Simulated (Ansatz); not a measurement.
**Cu2BeSiS4: the band gap up the ladder of functionals**

The task here is to estimate one member of a computed series from the others.

The runs shown are made with Ansatz 0.2.0. PAW datasets, plane waves. Values at 0 K without nuclear motion; spin polarisation is off, and the phase may be a hypothetical one.

## Starting point

The cell was relaxed beforehand with r2SCAN.

The symmetry is I-42m (No. 121, tetragonal); conventional cell a = 5.006 Å, c = 10.597 Å, 16.60 Å³ an atom. Cu has 4 S at 2.27 Å; Be has 4 S at 2.15 Å; Si has 4 S at 2.16 Å; S has 1 Be at 2.15 Å and 1 Si at 2.16 Å and 2 Cu at 2.27 Å.

Coordinates:

```cif
data_structure
_symmetry_space_group_name_H-M 'I-42m'
_symmetry_Int_Tables_number 121
_cell_length_a 5.0059
_cell_length_b 5.0059
_cell_length_c 10.5968
_cell_angle_alpha 90.000
_cell_angle_beta 90.000
_cell_angle_gamma 90.000
_cell_volume 265.54
loop_
_atom_site_label
_atom_site_type_symbol
_atom_site_symmetry_multiplicity
_atom_site_Wyckoff_symbol
_atom_site_fract_x
_atom_site_fract_y
_atom_site_fract_z
_atom_site_occupancy
Cu1 Cu 4 d 0.00000 0.50000 0.25000 1
Be1 Be 2 a 0.00000 0.00000 0.00000 1
Si1 Si 2 b 0.50000 0.50000 0.00000 1
S1 S 8 i 0.75071 0.75071 0.11582 1
```

The first run:

Contents of input.yaml:

```yaml
crystal:
  lattice:
    - [-2.5029285361, 2.5029285361, 5.2983880723]
    - [2.5029285361, -2.5029285361, 5.2983880723]
    - [2.5029285361, 2.5029285361, -5.2983880723]
  atoms:
    - { symbol: Cu, position: [0.75, 0.25, 0.5] }
    - { symbol: Cu, position: [0.25, 0.75, 0.5] }
    - { symbol: Be, position: [0.0, 0.0, 0.0] }
    - { symbol: Si, position: [0.5, 0.5, 0.0] }
    - { symbol: S, position: [0.8665282374, 0.8665282374, 0.5014164823] }
    - { symbol: S, position: [0.1334717626, 0.6348882449, 0.0] }
    - { symbol: S, position: [0.6348882449, 0.1334717626, 0.0] }
    - { symbol: S, position: [0.3651117551, 0.3651117551, 0.4985835177] }
kpoints:
  mp_grid: { grid: [8, 8, 8] }
  band_path:
    path:
      - [[0.0, 0.0, 0.0], [1.004359833596e-17, -1.004359833596e-17, 0.5], [0.25, 0.25, 0.25], [2.868798384165e-17, 0.5, -2.868798384165e-17], [0.0, 0.0, 0.0], [0.5, 0.5, -0.5], [0.3057891031002, 0.6942108968998, -0.3057891031002]]
      - [[-0.3057891031002, 0.3057891031002, 0.3057891031002], [0.0, 0.0, 0.0]]
      - [[1.004359833596e-17, -1.004359833596e-17, 0.5], [-0.1115782062003, 0.1115782062003, 0.5]]
      - [[0.5, 0.5, -0.1115782062003], [0.5, 0.5, -0.5]]
    npoints: 10
hamiltonian:
  xc: pbe
scf:
  occupations: { method: fermi_dirac, width: 0.02 }
  n_extra_bands: 6
output:
  forces: true
  stress: true
  eigenvalues: true
```

Started as:

```bash
$ ansatz run input.yaml --threads 2 --pin off --max-ram 20275MiB --backend cpu --events-out ev --progress --plain --runs-dir out
```

Steps of the session up to this table: Band structure with PBE; r2SCAN; HSE06; Single point with PBE0.

One of the session's tables, all rows but one given; the rest of the session is left out.

```
 level  gap (eV)
   PBE      1.56
r2SCAN         ?
 HSE06      2.71
  PBE0      3.42
```

**Question.** Estimate the row for r2SCAN.

The run gave: gap (eV): 1.86. In the column «gap (eV)» it lies between PBE (1.56) and HSE06 (2.71).

Meshes: PBE 8×8×8, r2SCAN 8×8×8, HSE06 4×4×4, PBE0 4×4×4

What this shows: PBE gives the least gap, 1.56 eV, and PBE0 the largest, 3.42 eV. Against HSE06, PBE is short by 1.15 eV, at 57 % of it, and r2SCAN 68 %. PBE0 lies 0.71 eV above HSE06, which differs from it by screening the long-range exchange.

Caveats from the session: Warnings in the runs' records: stress scf threshold loose, stress exchange threshold loose.
